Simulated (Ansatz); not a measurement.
Born–Oppenheimer molecular dynamics of a periodic cell of 16 atoms, Li (start crystal Li, start structure bcc, volume 1.15 times the crystal's). It starts from a structure without forces on its atoms.

The calculation used Ansatz, DFT PBE, scalar-relativistic, plane waves, PAW. Settings: accuracy low, cutoff 420 eV, k mesh 2x2x2, fermi-dirac smearing 0.11 eV, no spin polarisation.

```
ensemble        : NVT, Langevin thermostat
time step       : 1 fs
steps asked     : 130
set temperature : 1300 K
friction        : 0.02 /fs
seed            : 113070
```

Frames 1 fs apart, positions in Å, forces in eV/Å.

Velocities at 20.0 fs (Å/ps):

```
Li 0.36 7.77 10.27
Li -16.46 13.80 -11.12
Li 4.71 13.21 8.70
Li 8.22 -4.44 5.41
Li 9.25 -9.50 -11.37
Li -1.08 6.78 16.65
Li 5.29 6.86 13.16
Li 21.48 -26.30 13.58
Li 6.74 -11.15 2.17
Li 14.50 -9.02 -1.17
Li -5.54 9.87 -0.37
Li 26.86 -18.37 -3.70
Li 4.08 2.67 -4.81
Li 17.25 11.43 8.26
Li -13.21 2.66 -4.14
Li 7.82 -15.27 -14.02
```

```xyz
16
Lattice="7.3129 0.0000 0.0000 0.0000 7.3129 0.0000 0.0000 0.0000 7.3129" Properties=species:S:1:pos:R:3:forces:R:3 time_fs=20.0 energy_less_start_eV=0.827 T=1088
Li 0.021 0.139 0.056 0.20 -0.34 -0.10
Li 3.369 0.227 -0.287 0.27 -0.32 0.12
Li 0.259 3.848 0.230 -0.23 -0.17 0.00
Li -0.068 -0.135 3.702 0.11 -0.04 0.06
Li 2.063 1.732 1.786 -0.10 0.09 0.18
Li 3.680 3.952 0.235 -0.05 -0.51 -0.41
Li 3.812 0.027 3.749 -0.12 0.00 0.10
Li 5.645 1.301 1.940 -0.21 0.45 -0.10
Li -0.081 3.631 3.709 0.08 -0.10 -0.28
Li 2.103 5.367 2.030 -0.13 0.23 0.22
Li 1.954 1.907 5.338 -0.15 0.20 -0.06
Li 4.158 3.373 3.626 -0.41 -0.24 -0.27
Li 5.094 5.563 1.739 0.43 0.21 0.15
Li 5.763 1.874 5.679 -0.14 0.05 -0.01
Li 1.639 5.369 5.463 0.26 0.06 -0.05
Li 5.232 5.151 5.095 0.19 0.44 0.46
16
Lattice="7.3129 0.0000 0.0000 0.0000 7.3129 0.0000 0.0000 0.0000 7.3129" Properties=species:S:1:pos:R:3:forces:R:3 time_fs=21.0 energy_less_start_eV=0.894 T=1051
Li 0.024 0.145 0.065 0.22 -0.35 -0.12
Li 3.353 0.240 -0.298 0.30 -0.34 0.12
Li 0.263 3.861 0.236 -0.23 -0.18 0.00
Li -0.061 -0.140 3.710 0.12 -0.04 0.07
Li 2.070 1.721 1.776 -0.10 0.10 0.20
Li 3.678 3.960 0.253 -0.04 -0.53 -0.44
Li 3.820 0.035 3.762 -0.12 -0.01 0.09
Li 5.668 1.276 1.954 -0.23 0.47 -0.11
Li -0.075 3.618 3.710 0.09 -0.09 -0.30
Li 2.120 5.358 2.030 -0.15 0.25 0.24
Li 1.950 1.917 5.337 -0.16 0.21 -0.06
Li 4.183 3.356 3.623 -0.43 -0.25 -0.29
Li 5.099 5.566 1.734 0.44 0.22 0.16
Li 5.779 1.883 5.689 -0.14 0.04 0.00
Li 1.626 5.371 5.459 0.27 0.05 -0.04
Li 5.240 5.136 5.083 0.19 0.45 0.48
16
Lattice="7.3129 0.0000 0.0000 0.0000 7.3129 0.0000 0.0000 0.0000 7.3129" Properties=species:S:1:pos:R:3:forces:R:3 time_fs=22.0 energy_less_start_eV=0.961 T=1160
Li 0.030 0.152 0.071 0.22 -0.37 -0.13
Li 3.336 0.254 -0.308 0.32 -0.36 0.12
Li 0.268 3.871 0.240 -0.23 -0.19 0.01
Li -0.056 -0.144 3.720 0.13 -0.05 0.08
Li 2.074 1.708 1.767 -0.11 0.11 0.22
Li 3.673 3.972 0.272 -0.03 -0.55 -0.48
Li 3.828 0.044 3.776 -0.13 -0.02 0.09
Li 5.693 1.254 1.971 -0.25 0.49 -0.12
Li -0.071 3.600 3.709 0.09 -0.08 -0.31
Li 2.140 5.345 2.036 -0.18 0.28 0.27
Li 1.947 1.927 5.337 -0.16 0.21 -0.07
Li 4.204 3.338 3.620 -0.44 -0.25 -0.30
Li 5.106 5.570 1.731 0.44 0.23 0.17
Li 5.793 1.892 5.704 -0.15 0.03 0.00
Li 1.613 5.373 5.456 0.28 0.05 -0.03
Li 5.247 5.124 5.075 0.18 0.46 0.48
16
Lattice="7.3129 0.0000 0.0000 0.0000 7.3129 0.0000 0.0000 0.0000 7.3129" Properties=species:S:1:pos:R:3:forces:R:3 time_fs=23.0 energy_less_start_eV=1.027 T=1157
Li 0.038 0.160 0.074 0.23 -0.38 -0.14
Li 3.320 0.266 -0.316 0.34 -0.38 0.12
Li 0.275 3.878 0.244 -0.23 -0.19 0.01
Li -0.052 -0.148 3.729 0.14 -0.05 0.09
Li 2.076 1.691 1.759 -0.11 0.13 0.24
Li 3.665 3.986 0.289 -0.02 -0.58 -0.51
Li 3.832 0.051 3.789 -0.13 -0.03 0.08
Li 5.719 1.229 1.991 -0.27 0.51 -0.14
Li -0.068 3.579 3.710 0.10 -0.07 -0.31
Li 2.158 5.329 2.043 -0.21 0.30 0.30
Li 1.944 1.937 5.339 -0.16 0.22 -0.07
Li 4.223 3.318 3.618 -0.44 -0.25 -0.30
Li 5.112 5.573 1.729 0.45 0.23 0.18
Li 5.809 1.902 5.719 -0.15 0.03 0.00
Li 1.600 5.375 5.453 0.29 0.04 -0.02
Li 5.254 5.116 5.071 0.17 0.46 0.48
16
Lattice="7.3129 0.0000 0.0000 0.0000 7.3129 0.0000 0.0000 0.0000 7.3129" Properties=species:S:1:pos:R:3:forces:R:3 time_fs=24.0 energy_less_start_eV=1.092 T=1105
Li 0.045 0.168 0.076 0.23 -0.39 -0.15
Li 3.308 0.279 -0.324 0.36 -0.39 0.12
Li 0.281 3.881 0.252 -0.23 -0.19 0.02
Li -0.046 -0.155 3.739 0.15 -0.05 0.10
Li 2.078 1.673 1.753 -0.11 0.14 0.26
Li 3.657 4.000 0.306 0.00 -0.60 -0.55
Li 3.834 0.056 3.800 -0.12 -0.03 0.08
Li 5.744 1.207 2.010 -0.29 0.53 -0.15
Li -0.064 3.557 3.711 0.11 -0.06 -0.32
Li 2.175 5.312 2.047 -0.24 0.33 0.34
Li 1.940 1.946 5.340 -0.16 0.22 -0.08
Li 4.239 3.296 3.617 -0.44 -0.24 -0.30
Li 5.120 5.577 1.729 0.46 0.23 0.19
Li 5.829 1.913 5.733 -0.16 0.02 0.00
Li 1.589 5.379 5.448 0.29 0.03 -0.01
Li 5.260 5.108 5.068 0.17 0.45 0.47
16
Lattice="7.3129 0.0000 0.0000 0.0000 7.3129 0.0000 0.0000 0.0000 7.3129" Properties=species:S:1:pos:R:3:forces:R:3 time_fs=25.0 energy_less_start_eV=1.163 T=1061
Li 0.050 0.173 0.079 0.24 -0.40 -0.16
Li 3.298 0.292 -0.331 0.38 -0.41 0.12
Li 0.287 3.885 0.262 -0.22 -0.19 0.02
Li -0.040 -0.164 3.750 0.16 -0.04 0.10
Li 2.082 1.656 1.745 -0.12 0.16 0.28
Li 3.649 4.018 0.321 0.02 -0.63 -0.59
Li 3.836 0.058 3.811 -0.12 -0.03 0.07
Li 5.769 1.187 2.027 -0.30 0.54 -0.15
Li -0.060 3.534 3.711 0.11 -0.04 -0.33
Li 2.196 5.296 2.049 -0.28 0.35 0.38
Li 1.936 1.952 5.343 -0.16 0.23 -0.08
Li 4.254 3.274 3.617 -0.44 -0.23 -0.31
Li 5.125 5.581 1.730 0.46 0.23 0.20
Li 5.850 1.925 5.746 -0.17 0.01 0.00
Li 1.579 5.383 5.442 0.30 0.02 0.00
Li 5.262 5.100 5.062 0.16 0.45 0.46
16
Lattice="7.3129 0.0000 0.0000 0.0000 7.3129 0.0000 0.0000 0.0000 7.3129" Properties=species:S:1:pos:R:3:forces:R:3 time_fs=26.0 energy_less_start_eV=1.241 T=1095
Li 0.055 0.176 0.082 0.24 -0.41 -0.17
Li 3.289 0.307 -0.337 0.40 -0.43 0.11
Li 0.297 3.888 0.271 -0.22 -0.19 0.02
Li -0.034 -0.174 3.760 0.16 -0.03 0.10
Li 2.087 1.642 1.737 -0.12 0.17 0.30
Li 3.640 4.035 0.335 0.04 -0.66 -0.64
Li 3.838 0.061 3.821 -0.12 -0.03 0.07
Li 5.791 1.167 2.042 -0.31 0.55 -0.16
Li -0.054 3.508 3.712 0.12 -0.02 -0.33
Li 2.217 5.280 2.052 -0.32 0.38 0.43
Li 1.933 1.955 5.345 -0.16 0.23 -0.09
Li 4.272 3.252 3.618 -0.45 -0.23 -0.32
Li 5.130 5.587 1.734 0.47 0.22 0.20
Li 5.868 1.938 5.760 -0.18 0.00 0.00
Li 1.567 5.388 5.437 0.30 0.01 0.02
Li 5.262 5.094 5.054 0.16 0.45 0.46
16
Lattice="7.3129 0.0000 0.0000 0.0000 7.3129 0.0000 0.0000 0.0000 7.3129" Properties=species:S:1:pos:R:3:forces:R:3 time_fs=27.0 energy_less_start_eV=1.315 T=1062
Li 0.063 0.178 0.084 0.24 -0.42 -0.18
Li 3.279 0.321 -0.343 0.42 -0.45 0.11
Li 0.306 3.890 0.280 -0.22 -0.19 0.02
Li -0.028 -0.183 3.772 0.16 -0.02 0.10
Li 2.089 1.628 1.730 -0.13 0.18 0.32
Li 3.629 4.051 0.348 0.07 -0.68 -0.68
Li 3.838 0.065 3.828 -0.12 -0.03 0.06
Li 5.811 1.146 2.058 -0.32 0.56 -0.17
Li -0.049 3.481 3.714 0.12 0.00 -0.34
Li 2.235 5.266 2.054 -0.35 0.41 0.47
Li 1.929 1.958 5.346 -0.16 0.24 -0.09
Li 4.293 3.230 3.616 -0.46 -0.22 -0.32
Li 5.136 5.598 1.739 0.47 0.20 0.20
Li 5.881 1.953 5.776 -0.19 -0.02 0.00
Li 1.556 5.393 5.431 0.31 -0.01 0.03
Li 5.262 5.089 5.045 0.16 0.44 0.46
16
Lattice="7.3129 0.0000 0.0000 0.0000 7.3129 0.0000 0.0000 0.0000 7.3129" Properties=species:S:1:pos:R:3:forces:R:3 time_fs=28.0 energy_less_start_eV=1.387 T=1116
Li 0.074 0.181 0.085 0.23 -0.42 -0.19
Li 3.270 0.335 -0.346 0.43 -0.46 0.10
Li 0.314 3.894 0.290 -0.22 -0.19 0.02
Li -0.021 -0.194 3.784 0.16 -0.01 0.10
Li 2.089 1.615 1.721 -0.13 0.19 0.35
Li 3.617 4.066 0.359 0.10 -0.70 -0.71
Li 3.836 0.069 3.834 -0.12 -0.04 0.06
Li 5.831 1.124 2.074 -0.33 0.58 -0.18
Li -0.044 3.453 3.712 0.13 0.02 -0.34
Li 2.253 5.254 2.058 -0.39 0.44 0.52
Li 1.925 1.959 5.347 -0.16 0.25 -0.10
Li 4.312 3.210 3.612 -0.47 -0.22 -0.33
Li 5.144 5.612 1.746 0.46 0.18 0.19
Li 5.892 1.968 5.793 -0.19 -0.03 0.01
Li 1.547 5.399 5.426 0.32 -0.02 0.04
Li 5.261 5.085 5.036 0.16 0.44 0.45
16
Lattice="7.3129 0.0000 0.0000 0.0000 7.3129 0.0000 0.0000 0.0000 7.3129" Properties=species:S:1:pos:R:3:forces:R:3 time_fs=29.0 energy_less_start_eV=1.462 T=1043
Li 0.087 0.185 0.087 0.23 -0.42 -0.19
Li 3.261 0.347 -0.349 0.46 -0.48 0.10
Li 0.324 3.899 0.301 -0.23 -0.18 0.02
Li -0.016 -0.206 3.793 0.17 0.00 0.11
Li 2.087 1.602 1.711 -0.13 0.20 0.37
Li 3.606 4.078 0.370 0.14 -0.71 -0.74
Li 3.834 0.076 3.841 -0.12 -0.04 0.06
Li 5.852 1.102 2.088 -0.33 0.59 -0.19
Li -0.042 3.424 3.710 0.14 0.04 -0.34
Li 2.270 5.240 2.062 -0.42 0.46 0.57
Li 1.921 1.959 5.351 -0.16 0.26 -0.10
Li 4.330 3.193 3.609 -0.47 -0.22 -0.34
Li 5.151 5.628 1.753 0.45 0.15 0.17
Li 5.903 1.983 5.811 -0.20 -0.04 0.01
Li 1.539 5.405 5.424 0.32 -0.04 0.05
Li 5.258 5.079 5.026 0.16 0.44 0.45
16
Lattice="7.3129 0.0000 0.0000 0.0000 7.3129 0.0000 0.0000 0.0000 7.3129" Properties=species:S:1:pos:R:3:forces:R:3 time_fs=30.0 energy_less_start_eV=1.538 T=1033
Li 0.102 0.189 0.089 0.21 -0.43 -0.20
Li 3.250 0.356 -0.354 0.48 -0.50 0.09
Li 0.333 3.903 0.311 -0.23 -0.18 0.02
Li -0.014 -0.221 3.800 0.17 0.01 0.11
Li 2.086 1.590 1.701 -0.12 0.22 0.40
Li 3.594 4.087 0.379 0.17 -0.72 -0.77
Li 3.833 0.086 3.849 -0.12 -0.04 0.06
Li 5.872 1.081 2.102 -0.34 0.61 -0.20
Li -0.045 3.393 3.706 0.16 0.06 -0.34
Li 2.286 5.224 2.069 -0.45 0.49 0.61
Li 1.919 1.961 5.357 -0.17 0.27 -0.11
Li 4.348 3.178 3.610 -0.48 -0.22 -0.35
Li 5.159 5.644 1.758 0.44 0.11 0.16
Li 5.915 1.994 5.828 -0.20 -0.06 0.01
Li 1.532 5.410 5.420 0.33 -0.06 0.07
Li 5.256 5.073 5.016 0.16 0.44 0.45
16
Lattice="7.3129 0.0000 0.0000 0.0000 7.3129 0.0000 0.0000 0.0000 7.3129" Properties=species:S:1:pos:R:3:forces:R:3 time_fs=31.0 energy_less_start_eV=1.615 T=965
Li 0.119 0.194 0.092 0.20 -0.44 -0.21
Li 3.241 0.362 -0.361 0.50 -0.52 0.09
Li 0.339 3.906 0.321 -0.23 -0.18 0.01
Li -0.014 -0.237 3.806 0.17 0.02 0.11
Li 2.085 1.578 1.690 -0.12 0.23 0.43
Li 3.583 4.096 0.388 0.20 -0.73 -0.80
Li 3.833 0.096 3.860 -0.12 -0.05 0.05
Li 5.891 1.061 2.112 -0.35 0.63 -0.21
Li -0.050 3.360 3.703 0.18 0.09 -0.34
Li 2.299 5.209 2.074 -0.47 0.51 0.65
Li 1.917 1.964 5.364 -0.17 0.28 -0.12
Li 4.363 3.161 3.610 -0.49 -0.22 -0.36
Li 5.166 5.662 1.760 0.42 0.08 0.15
Li 5.926 2.005 5.843 -0.21 -0.07 0.02
Li 1.525 5.415 5.416 0.33 -0.08 0.08
Li 5.253 5.067 5.007 0.16 0.44 0.44
```

Of the whole run (130 fs, mean temperature of the second half 1191 K): A run of 0.13 ps of so small a system gives no equilibrium averages. Limits of this set-up: coarse k mesh, low accuracy level.

Run time: 7.5 min on 1 thread of Arm Neoverse V2, with other jobs on the host, peak memory 0.6 GiB.
